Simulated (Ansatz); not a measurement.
## BrH₇P₂Si₂, SMILES P[SiH2]P[SiH2]Br: a comparison of dispersion corrections, step by step

Computed with Ansatz 0.2.0 through its Python package.

The cells in order, each with its output:

In [1]:
```python
import ansatz as az
```

In [2]:
```python
geometry_ang = [
    ("P", [-2.3529, -0.0484, 0.7617]),
    ("Si", [-0.9943, -0.9413, -0.7374]),
    ("P", [1.0205, -1.1113, 0.1249]),
    ("Si", [1.6418, 0.9352, -0.4063]),
    ("Br", [3.5621, 1.3643, 0.5994]),
    ("H", [-1.9928, -0.8734, 1.8523]),
    ("H", [-1.5386, 1.0412, 1.1462]),
    ("H", [-0.9821, -0.1315, -1.9777]),
    ("H", [-1.489, -2.3048, -1.0354]),
    ("H", [0.6868, -0.8723, 1.4763]),
    ("H", [1.8144, 1.0397, -1.8749]),
    ("H", [0.6241, 1.9026, 0.0708]),
]
molecule = az.Crystal.molecule()
for symbol, xyz in geometry_ang:
    molecule = molecule.atom(symbol, xyz)
```

In [3]:
```python
job = molecule.calculation().basis(gaussian="def2-SVP")
for name in ["pbe", "revpbe"]:
    for correction in ("d3bj", "d4"):
        r = job.functional(name, dispersion=correction).run().report
        print(f"{name:8s} {correction:5s} total {r['free_energy_ev']:.5f} eV, of which dispersion {1000 * r['dispersion']['energy']['ev']:.2f} meV")
```
```text
pbe      d3bj  total -104447.99279 eV, of which dispersion -450.30 meV
pbe      d4    total -104447.98590 eV, of which dispersion -443.41 meV
revpbe   d3bj  total -104463.32263 eV, of which dispersion -1035.25 meV
revpbe   d4    total -104463.37473 eV, of which dispersion -1087.35 meV
```

Notes:
- Total energies depend on the basis set; only differences at equal settings carry meaning.
- The geometry is a force-field or estimated start, not a minimum of this method, and the basis set is short of its limit. D4 holds the three-body term, and d3bj doesn't.
- Finished in 24 s on 1 thread of Arm Neoverse V1, on a shared host, peak memory 0.26 GiB.
